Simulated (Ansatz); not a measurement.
# Zr2: the cost of one run

The runs use Ansatz 0.2.0, Gaussian basis; def2-TZVPP, core rule «outside noble gas», up to 8 orbitals frozen.

Plan: UHF; ROHF; CCSD(T) on UHF.

2 further runs of the same task are left out: 2 set aside as unsound or not needed.

### Step 1. The geometry

The geometry is a PBE0/def2-TZVP stationary point (not a proven minimum) of the parent state, kept for this charge and spin. No spin-orbit coupling is included. Elements past krypton take def2 core potentials.

2 atoms, charge 0, spin multiplicity 5.

Atoms are counted from 1 here; the program's logs count them from 0.

Bond lengths: Zr1–Zr2 2.228 Å.

Coordinates:

```xyz
2

Zr    0.0000    0.0000    0.0000
Zr    0.0000    0.0000    2.2280
```

### Step 2. UHF

in.yaml

```yaml
crystal:
  periodic: [false, false, false]
  atoms:
    - {symbol: Zr, position_ang: [0.000000, 0.000000, 0.000000]}
    - {symbol: Zr, position_ang: [0.000000, 0.000000, 2.228000]}
basis:
  gaussian: {orbitals: def2-TZVPP}
magnetization: {spin_polarized: true, initial_magnetization: 4}
hamiltonian: {xc: hf}
output: {orbitals: {seedname: orbitals}}
```

Command:

```sh
> ansatz run in.yaml --threads 1 --pin off --events-out ev --progress --plain --max-ram 3968MiB --backend cpu
```

What time and memory should one allow on 1 thread of AMD EPYC 7R13, shared host?

About 54 s, with a peak of 0.26 GiB.
